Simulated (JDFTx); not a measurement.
A run of JDFTx 1.7.0 (patched build) is set up as follows.

FePt.in

```
lattice \
    5.1466691004     0.0000000000     0.0000000000 \
    0.0000000000     5.1466691004     0.0000000000 \
    0.0000000000     0.0000000000     7.0297811836
coords-type Lattice
ion Pt     0.5000000000     0.5000000000     0.5000000000 1
ion Fe     0.0000000000     0.0000000000     0.0000000000 1

ion-species pseudo/Pt.upf
ion-species pseudo/Fe.upf
elec-cutoff 45 360
elec-ex-corr gga-PBEsol
kpoint-folding 10 10 7
elec-smearing Fermi 0.0018374661
elec-n-bands 26
spintype z-spin
initial-magnetic-moments Fe 3
elec-initial-magnetization 3 no
electronic-SCF nIterations 100 energyDiffThreshold 1e-09
electronic-minimize nIterations 30 energyDiffThreshold 1e-7
converge-empty-states yes
forces-output-coords Cartesian

dump-name run.$VAR
dump End Ecomponents EigStats BandEigs Kpoints Forces Stress ElecDensity Dtot
```

Potentials or basis: PseudoDojo-SR-PBEsol-0.4.1-standard with smoothed tails.

The run is started by

```console
$ jdftx -c 1 -i FePt.in -o FePt.out
```

(1) Estimate the pressure.

(2) Predict the net moment.

Results:

(1) -5.6 GPa.

(2) 3.34 μB per cell.
